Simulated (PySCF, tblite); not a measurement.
# C4H10P2Si: geometry, infrared bands and NMR shifts

What infrared bands and NMR shifts should C4H10P2Si (`C=CC/P=P/C[SiH3]`) show?

Programs: tblite 0.8.0 and PySCF 2.14.0, with density-fitted response routines of our own. Each step states its level of theory. These are calculated values for one molecule in the gas phase, unless marked as measured. Atoms count from 0, in the outputs and in this text.

### Step 1. The molecule as given

17 atoms, charge 0, multiplicity 1; geometry from: force field or distance geometry start.

Bonds of the start (Å): C0–C1 1.34, C1–C2 1.48, C2–P3 1.86, P3–P4 1.99, P4–C5 1.86, C5–Si6 1.89, C0–H7 1.09, C0–H8 1.09, C1–H9 1.08, C2–H10 1.09, C2–H11 1.11, C5–H12 1.11, C5–H13 1.10, Si6–H14 1.49, Si6–H15 1.45, Si6–H16 1.47.

### Step 2. Geometry optimisation with GFN2-xTB

What the job is given:

```
{"job": {"kind": "relax", "xc": "GFN2-xTB", "basis": "xTB"}, "charge": 0, "multiplicity": 1}
C     -3.311600    -0.130100     1.191800
C     -3.477500     0.431400    -0.017300
C     -2.324600     0.417800    -0.941400
P     -0.876800    -0.420900    -0.133500
P      1.009100    -0.036500    -0.658200
C      2.468400    -0.872800     0.137900
Si     3.991100     0.232900     0.023600
H     -4.099500    -0.160800     1.944000
H     -2.363900    -0.586200     1.491800
H     -4.409800     0.882400    -0.318700
H     -2.020700     1.444400    -1.164900
H     -2.577500    -0.077200    -1.904500
H      2.672600    -1.773100    -0.474100
H      2.289700    -1.125200     1.191200
H      3.534400     1.441700    -0.715600
H      5.081700    -0.374900    -0.715200
H      4.407900     0.719100     1.352000
```

The run is started by

```sh
> OMP_NUM_THREADS=1 python probes_run.py task.json out
```

This one command runs all jobs of the session in turn.

**Question.** This job is followed by: GFN2-xTB harmonic vibrations, gas phase; GIAO PBE0/pcSseg-1 NMR shielding, non-relativistic, gas phase. Predict these results of the whole session: strongest single infrared mode (GFN2-xTB); zero-point energy (GFN2-xTB); ¹³C shifts against TMS (PBE0/pcSseg-1); ¹H shifts against TMS (PBE0/pcSseg-1, means over atoms taken as alike); ³¹P shifts against H3PO4 (PBE0/pcSseg-1); ²⁹Si shifts against TMS (PBE0/pcSseg-1); surface potential, 1st and 99th percentile.

**Answer**, as computed:

| quantity | value |
| --- | --- |
| strongest single infrared mode (GFN2-xTB) | 767 cm⁻¹, 405 km/mol |
| zero-point energy (GFN2-xTB) | 76.2 kcal/mol |
| ¹³C shifts against TMS (PBE0/pcSseg-1) | 146.0, 127.0, 43.0, 25.4 ppm |
| ¹H shifts against TMS (PBE0/pcSseg-1, means over atoms taken as alike) | 6.64, 5.50, 5.04, 4.07, 3.93, 2.89 ppm |
| ³¹P shifts against H3PO4 (PBE0/pcSseg-1) | 671.1, 629.9 ppm |
| ²⁹Si shifts against TMS (PBE0/pcSseg-1) | -64.6 ppm |
| surface potential, 1st and 99th percentile | -0.72 V and 1.01 V |

Over 199 steps the energy fell by 1.511 eV; of the close pairs, P3–P4 changed most, 1.995 to 2.032 Å. No mode is imaginary among the 45: a minimum at this level. The strongest single mode, at 767 cm⁻¹, is spread over many atoms; the largest shares are those of C5, Si6. Unscaled tight-binding wavenumbers are off by several per cent, some by more. Its intensities can rank the bands wrongly. The most deshielded carbon is C1 (alkene CH), at 146.0 ppm: as expected for a trigonal carbon in a double bond. H9 (hydrogen on an alkene CH) lies farthest downfield among hydrogen, at 6.64 ppm; olefinic region. At PBE0/pcSseg-1, counted by nearest atom on the grid, the HOMO lies on P3, P4 about 41 % each, the LUMO on P3, P4 about 41 % each.
